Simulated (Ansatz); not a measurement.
# SiH2F (SMILES F[SiH2]) at U-r2SCAN/STO-3G

What is the electronic atomisation energy of SiH2F at U-r2SCAN/STO-3G? 

Program for the calculation: Ansatz 0.2.0.

46 further runs of the same task are left out: 46 set aside as unsound or not needed.

**1. The molecule**

SiH2F: 4 atoms, total charge 0, spin state doublet. As SMILES, `F[SiH2]`. The coordinates come from a GFN2-xTB relaxation.

Bond lengths: F1–Si2 1.621 Å, Si2–H3 1.448 Å, Si2–H4 1.448 Å. Angles: F1–Si2–H3 104.7°, F1–Si2–H4 104.7°, H3–Si2–H4 120.2°.

**2. The energy at U-r2SCAN/STO-3G**

File input.yaml:

```yaml
crystal:
  periodic: [false, false, false]
  atoms:
    - {symbol: F, position_ang: [1.205590, 0.647540, -0.425510]}
    - {symbol: Si, position_ang: [-0.122150, -0.264920, -0.246870]}
    - {symbol: H, position_ang: [-1.219930, 0.678520, -0.261640]}
    - {symbol: H, position_ang: [0.136490, -1.061140, 0.934020]}
basis:
  gaussian: {orbitals: STO-3G}
hamiltonian: {xc: r2scan}
accuracy: high
magnetization: {spin_polarized: true, initial_magnetization: 1}
total_charge: 0
```

Launch:

```console
$ ansatz run input.yaml --threads 1 --pin off --max-ram 2610MiB --events-out events.jsonl --progress --plain --runs-dir runs
```

The log of the run:

```text
Warning: RAYON_NUM_THREADS=1 ignored (pool sized by the plan → 1); use --threads N
Functional definition: r2SCAN
  name "r2SCAN"
  parameter k0 = 0.174
  parameter k1 = 0.065
  parameter a1 = 4.9479
  exchange = r2scan_x(k0 = k0, k1 = k1, a1 = a1)
  correlation = r2scan_c
270 factors; integrals over basis functions are off by at most 2.6e-8 eV
mean field evaluation 1: about -10492.3349 eV, gradient 1.0e1 eV
mean field evaluation 2: about -10490.8300 eV, gradient 1.8e1 eV
mean field evaluation 4: about -10493.0906 eV, gradient 2.9e-1 eV
mean field evaluation 8: about -10493.0541 eV, gradient 2.0e-3 eV
mean field evaluation 16: about -10493.0541 eV, gradient 1.9e-7 eV
mean field -10493.05412509 eV, -385.6126266497 hartree, gradient 1.3e-8 eV, S^2 0.750466; 0 other end points of the search recorded, 0 dependent functions left out
reference -10493.05412575 eV, -385.6126266740 hartree; 13, 12 occupied and 3, 4 virtual orbitals, 270 factors
Total energy: -10493.05412575 eV, -385.6126266740 hartree
```

Run time: 3.6 s. Hardware: 1 thread of Arm Neoverse V1, shared host; peak memory 0.19 GiB.

**3. The F atom at the same level**

File input.yaml:

```yaml
crystal:
  periodic: [false, false, false]
  atoms:
    - {symbol: F, position_ang: [0.000000, 0.000000, 0.000000]}
basis:
  gaussian:
    orbitals: STO-3G
magnetization:
  spin_polarized: true
  initial_magnetization: 1
hamiltonian:
  xc: r2scan
accuracy: high
```

Run the same way, it converges to -98.25342 Eh (log not shown).

**4. The H atom, same level**

File job.yaml:

```yaml
crystal:
  periodic: [false, false, false]
  atoms:
    - symbol: H
      position_ang: [0.000000, 0.000000, 0.000000]
basis:
  gaussian:
    orbitals: STO-3G
total_charge: 0
magnetization:
  spin_polarized: true
  initial_magnetization: 1
hamiltonian:
  xc: r2scan
accuracy: high
```

Run the same way, it converges to -0.46646 Eh (log not shown).

**5. The Si atom, same level**

File run.yaml:

```yaml
crystal:
  periodic: [false, false, false]
  atoms:
    - {symbol: Si, position_ang: [0.000000, 0.000000, 0.000000]}
basis:
  gaussian:
    orbitals: STO-3G
total_charge: 0
magnetization:
  spin_polarized: true
  initial_magnetization: 2
hamiltonian:
  xc: {name: r2SCAN}
accuracy: high
```

Run the same way, it converges to -285.91246 Eh (log not shown).

**6. Results**

Level: U-r2SCAN/STO-3G.

| quantity | value |
| --- | --- |
| molecule: total energy | -385.61263 Eh |
| molecule: ⟨S²⟩ | 0.750 |
| F atom: total energy | -98.25342 Eh |
| F atom: ⟨S²⟩ | 0.750 |
| H atom: total energy | -0.46646 Eh |
| H atom: ⟨S²⟩ | 0.750 |
| Si atom: total energy | -285.91246 Eh |
| Si atom: ⟨S²⟩ | 2.000 |
| electronic atomisation energy | 13.982 eV |

**Reading.** Taking the molecule apart into free atoms costs 13.98 eV (322 kcal/mol), before zero-point energy and without spin-orbit coupling. In a minimal basis such a difference can be off by several eV, whatever the method.
